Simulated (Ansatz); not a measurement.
NbTe under changes of volume

One of the cells (20.101 Å³/atom); the others are scaled copies at fixed shape and fractional positions:

```
CELL_PARAMETERS angstrom
3.42570 0.00000 0.00000
0.00000 3.42570 0.00000
0.00000 0.00000 3.42570
ATOMIC_POSITIONS crystal
Nb 0.50000 0.50000 0.50000
Te 0.00000 0.00000 0.00000
```

The cell was built by a generator and needn't be a form met in nature.

* Program: Ansatz 0.2.0
* Functional: PBE
* Potentials or basis: Ansatz PAW earlier set
* Cutoff: 708 eV (not typed: the program's choice for these potentials)
* k mesh: 8 × 8 × 8
* Occupations: fermi-dirac, width 0.05 eV
* Spin: no spin polarisation

```tsv
volume (Å³/atom)	energy over the lowest point (meV/atom)	pressure (GPa)
18.895	32.85	9.5
19.297	13.90	6.0
19.699	?	?
20.101	0.00	0.0
20.503	3.37	-2.4
20.905	12.64	-4.7
21.307	27.18	-6.6
```

**Question.** What does the run at 19.699 Å³/atom give?

**Answer.** Energy over the lowest point 3.24 meV/atom; pressure 2.8 GPa.

Worked out: A Birch-Murnaghan fit of order 3 (a polynomial in V^(-2/3)) to the other rows has its minimum at 20.09 Å³/atom with B0 = V·E''(V) = 132 GPa and B' = 4.7. It gives 3.25 meV/atom at 19.699 Å³/atom, against the run's 3.24, and -dE/dV = 2.7 GPa, against 2.8.

Energies are extrapolated to zero smearing.
